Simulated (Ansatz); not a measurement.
Run this with Ansatz 0.2.0 through its Python package and show what comes out.

The script, `ch5gessb.py`:
```python
"""Potential curve of CH5GeSSb along one bond."""

from dataclasses import dataclass
import logging
import sys

import ansatz as az
import numpy as np

logging.basicConfig(stream=sys.stdout, format="%(levelname)s %(message)s")
logger = logging.getLogger("ch5gessb")
logger.setLevel(logging.INFO)


@dataclass
class Options:
    basis: str = "def2-SVP"
    xc: str = "hf"


opts = Options()

ch5gessb = (
    az.Crystal.molecule()
    .atom("Ge", (-0.5974, 0.9983, -1.1036))
    .atom("Sb", (1.5427, -0.2099, -0.496))
    .atom("C", (0.6839, -0.9166, 1.3075))
    .atom("S", (0.3275, -2.2333, 0.1941))
    .atom("H", (-1.6609, 0.025, -1.7214))
    .atom("H", (-1.2448, 1.7113, 0.1555))
    .atom("H", (-0.3099, 2.1431, -2.1612))
    .atom("H", (-0.1195, -0.3332, 1.6928))
    .atom("H", (1.4668, -1.231, 2.1152))
)

symbols = [site.symbol for site in ch5gessb.cartesian_sites]
start = np.array([site.position_ang for site in ch5gessb.cartesian_sites])
axis = (start[0] - start[1]) / np.linalg.norm(start[0] - start[1])
moving = [0, 4, 5, 6]
lengths, energies = [2.15, 2.33, 2.53, 2.78, 3.16, 3.8, 4.56, 5.57], []
for length in lengths:
    xyz = start.copy()
    xyz[moving] += (length - np.linalg.norm(start[0] - start[1])) * axis
    point = az.Crystal.molecule()
    for symbol, place in zip(symbols, xyz):
        point = point.atom(symbol, place.tolist())
    job = point.calculation().basis(gaussian=opts.basis).functional(opts.xc)
    rep = job.run(threads=1, backend="cpu").report
    energies.append(rep["free_energy_ev"])
    logger.info(f"r = {length:6.3f} A  E = {energies[-1]:.5f} eV  <S^2> = {abs(rep['mean_field']['state']['spin_squared']):.3f}")

print("energy above the lowest point (eV):", [round(e - min(energies), 3) for e in energies])
```

`python ch5gessb.py` gives:
```text
INFO r =  2.150 A  E = -74896.81844 eV  <S^2> = 0.000
INFO r =  2.330 A  E = -74898.29228 eV  <S^2> = 0.000
INFO r =  2.530 A  E = -74898.93338 eV  <S^2> = 0.000
INFO r =  2.780 A  E = -74898.97113 eV  <S^2> = 0.000
INFO r =  3.160 A  E = -74898.37140 eV  <S^2> = 0.000
INFO r =  3.800 A  E = -74897.05684 eV  <S^2> = 0.000
INFO r =  4.560 A  E = -74895.81415 eV  <S^2> = 0.000
INFO r =  5.570 A  E = -74894.76732 eV  <S^2> = 0.000
energy above the lowest point (eV): [2.153, 0.679, 0.038, 0.0, 0.6, 1.914, 3.157, 4.204]
```

Reading the output:
- Total energies depend on the basis set; only differences at equal settings carry meaning.
- The rest of the molecule is held rigid at a force-field or estimated start geometry, and the basis set is modest; single-reference methods fail as a bond breaks.
- def2 sets replace the cores of elements past krypton by effective core potentials.
- Hartree-Fock leaves correlation out, so bond, atomisation and ionisation energies come out well too low.
- The orbitals are restricted, so S² is zero by construction.
- Toward dissociation an unrestricted state can lie under the restricted one, by tenths of an eV for polar bonds under a functional and by 1 to 2 eV or more for others.
- Timing: 20 s on 1 thread of Arm Neoverse V2 (shared host), peak memory 0.35 GiB.
